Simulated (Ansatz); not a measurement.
Consider relaxations under a series of pressures of Hf, space group Im-3m (Ansatz 0.2.0 through its Python package).

The script, `run_compress.py`:
```python
"""Volume and enthalpy of Hf against pressure."""

import ansatz as az
import numpy as np

def edges_and_angles(cell):
    cell = np.asarray(cell)
    a, b, c = np.linalg.norm(cell, axis=1)
    cosines = cell[1] @ cell[2] / (b * c), cell[0] @ cell[2] / (a * c), cell[0] @ cell[1] / (a * b)
    return (a, b, c, *np.degrees(np.arccos(cosines)))


def main() -> None:
    hf = (
        az.Lattice.of((-1.805, 1.805, 1.805), (1.805, -1.805, 1.805), (1.805, 1.805, -1.805))
        .atom("Hf", (0.0, 0.0, 0.0))
    )

    setup = (
        hf.calculation()
        .functional("PBEsol")
        .basis(630, xc_grid=1)
        .kpoints(spacing=0.38)
        .occupations("fermi_dirac", width=0.02)
        .scf(tolerance=1e-05, max_iterations=150, extra_bands=2, self_checks="low")
    )

    # H = F + PV, with 1 GPa A^3 = 1/160.21766 eV
    rows = []
    for pressure in [-2, 0, 2, 5, 10]:
        result = setup.relax(cell=True, pressure=pressure, force_tolerance=0.05).run(threads=1, backend="cpu")
        cell = result.lattice.cell_ang
        n_atoms = len(result.lattice.sites)
        volume = abs(np.linalg.det(cell)) / n_atoms
        enthalpy = result.report["free_energy_ev"] / n_atoms + pressure * volume / 160.21766
        rows.append((pressure, volume, enthalpy, *edges_and_angles(cell)))
        print(f"{pressure} GPa done: {volume:.4f} A^3/atom")

    print(" P (GPa)  V (A^3/atom)  H (eV/atom)     a       b       c")
    for row in rows:
        print("{:8.1f} {:12.4f} {:14.5f} {:7.4f} {:7.4f} {:7.4f}".format(*row[:6]))
    p, v = np.array([row[0] for row in rows], float), np.array([row[1] for row in rows])
    print("mean bulk modulus between rows (GPa):", np.round(-np.diff(p) / np.diff(np.log(v)), 1))


if __name__ == "__main__":
    main()
```

How far does the cell shrink over this series of pressures, and what bulk modulus does the first step imply?

The volume falls from 22.11 Å³ an atom at -2 GPa to 20.06 at 10 GPa, by 9.3 %. Between -2 and 0 GPa, -V dP/dV is about 117 GPa, a mean over that step.

The run itself:

```console
$ python run_compress.py
DeckWarning: scf.convergence.dr2_threshold = 1e-5 eV is looser than this run's default, which is 1e-7 eV or tighter. The error in the forces grows as the threshold's square root, so leave the key out unless less accurate forces are enough
DeckWarning: relax.cell: scf.convergence.dr2_threshold = 1e-5 eV is looser than the 1e-10 eV advised for a relaxation that steers and ends on the stress (1e-10 eV for each atom of the cell: 1). What an SCF threshold leaves in a stress goes as its square root, and in the free energy as the threshold itself, and one threshold admits the most on a small cell: of the crystals measured, under no hybrid functional and no lock of the moments, on runs that ended without the residual-converged pass, on [...]
-2 GPa done: 22.1084 A^3/atom
0 GPa done: 21.7331 A^3/atom
2 GPa done: 21.3675 A^3/atom
5 GPa done: 20.8638 A^3/atom
10 GPa done: 20.0605 A^3/atom
 P (GPa)  V (A^3/atom)  H (eV/atom)     a       b       c
    -2.0      22.1084   -15598.10993  3.0624  3.0624  3.0624
     0.0      21.7331   -15597.83631  3.0450  3.0450  3.0450
     2.0      21.3675   -15597.56737  3.0278  3.0278  3.0278
     5.0      20.8638   -15597.17205  3.0038  3.0038  3.0038
    10.0      20.0605   -15596.53339  2.9647  2.9647  2.9647
mean bulk modulus between rows (GPa): [116.8 117.9 125.8 127.4]
```
(Warnings from the package without file and line, shortened.)

Caveats:
- These settings explore the input space; cutoff and mesh may be short of convergence.
- At a fixed pressure a relaxation lowers the enthalpy F + PV, while F alone can rise.
- For a metal this k-point mesh is coarse: on a finer one energies can move by several to tens of meV an atom and pressures by half a GPa or more, differences at one mesh by less.
- Spin-orbit coupling, which matters for elements this heavy, is left out.
- This isn't the structure that Hf takes at ambient conditions.
- Symmetry holds the cell in this phase, whether or not it is the stable one at each pressure.
- Finished in 18 s on 1 thread of Arm Neoverse V1 (shared host), peak memory 0.36 GiB.
